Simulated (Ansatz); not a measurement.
# H12MgO6: the cost of one run

Program: Ansatz 0.2.0. Level of theory: the levels named in each step. These are calculated values, not measurements.

## (1) The system as given

Bond lengths (14 of 18 bonds, heavy atoms first): O1–Mg7 1.974 Å, O2–Mg7 1.973 Å, O3–Mg7 1.975 Å, O4–Mg7 1.974 Å, O5–Mg7 1.975 Å, O6–Mg7 1.972 Å, O1–H8 0.962 Å, O1–H9 0.962 Å, O2–H10 0.962 Å, O2–H11 0.962 Å, O3–H12 0.962 Å, O3–H13 0.962 Å, O4–H14 0.962 Å, O4–H15 0.962 Å. Angles (14 of 33 angles, heavy atoms first): O1–Mg7–O2 90.1°, O1–Mg7–O3 179.6°, O1–Mg7–O4 90.3°, O1–Mg7–O5 89.9°, O1–Mg7–O6 90.0°, O2–Mg7–O3 90.0°, O2–Mg7–O4 89.7°, O2–Mg7–O5 90.2°, O2–Mg7–O6 179.4°, O3–Mg7–O4 90.1°, O3–Mg7–O5 89.7°, O3–Mg7–O6 89.9°, O4–Mg7–O5 179.8°, O4–Mg7–O6 89.8°.

Coordinates:

```xyz
19

O    -1.0525   -1.5008   -0.7376
O     0.5669    0.4994   -1.8221
O     1.0386    1.5071    0.7384
O     1.5789   -1.1737    0.1589
O    -1.5776    1.1782   -0.1605
O    -0.5524   -0.5094    1.8234
Mg   -0.0013   -0.0009   -0.0002
H    -1.5688   -2.1395   -0.2361
H    -1.1501   -1.7365   -1.6655
H     0.0934    1.0707   -2.4351
H     1.3675    0.2135   -2.2729
H     1.5984    2.1123    0.2421
H     1.0793    1.7849    1.6589
H     1.6415   -2.0868   -0.1379
H     2.4287   -0.9522    0.5522
H    -2.4654    0.9248   -0.4318
H    -1.6012    2.1254    0.0076
H    -0.0910   -1.1113    2.4160
H    -1.3285   -0.1958    2.2979
```

## (2) A rough first relaxation, PBE-D4/def2-SVP

Contents of input.yaml:

```yaml
crystal:
  periodic: [false, false, false]
  atoms:
    - { symbol: O, position_ang: [-1.05249, -1.50078, -0.73757] }
    - { symbol: O, position_ang: [0.56688, 0.49937, -1.82208] }
    - { symbol: O, position_ang: [1.03859, 1.50712, 0.73841] }
    - { symbol: O, position_ang: [1.57886, -1.17374, 0.15886] }
    - { symbol: O, position_ang: [-1.57764, 1.17815, -0.16045] }
    - { symbol: O, position_ang: [-0.55241, -0.50941, 1.8234] }
    - { symbol: Mg, position_ang: [-0.00134, -0.00086, -0.00019] }
    - { symbol: H, position_ang: [-1.56876, -2.13955, -0.23605] }
    - { symbol: H, position_ang: [-1.15014, -1.73651, -1.66545] }
    - { symbol: H, position_ang: [0.09344, 1.07069, -2.4351] }
    - { symbol: H, position_ang: [1.36754, 0.21345, -2.27294] }
    - { symbol: H, position_ang: [1.59839, 2.11228, 0.24209] }
    - { symbol: H, position_ang: [1.07926, 1.78486, 1.65889] }
    - { symbol: H, position_ang: [1.64154, -2.0868, -0.13787] }
    - { symbol: H, position_ang: [2.42869, -0.9522, 0.55219] }
    - { symbol: H, position_ang: [-2.46544, 0.92484, -0.43179] }
    - { symbol: H, position_ang: [-1.60118, 2.12545, 0.00765] }
    - { symbol: H, position_ang: [-0.09102, -1.11132, 2.41604] }
    - { symbol: H, position_ang: [-1.32852, -0.19579, 2.29792] }
total_charge: 2
basis:
  gaussian: { orbitals: def2-SVP }
hamiltonian:
  xc: pbe
  dispersion: d4
relax:
  f_tol: 0.03
  max_steps: 200
```

Run with:

```
$ ansatz run input.yaml --threads 4 --pin off --max-ram 10240MiB --backend cpu --events-out ev --progress --plain --runs-dir out
```

**Question.** How long does this run take on 4 threads of Intel Xeon Platinum 8488C (Sapphire Rapids), shared host, and how much memory does it need?

About 11 s, with a peak of 0.25 GiB.
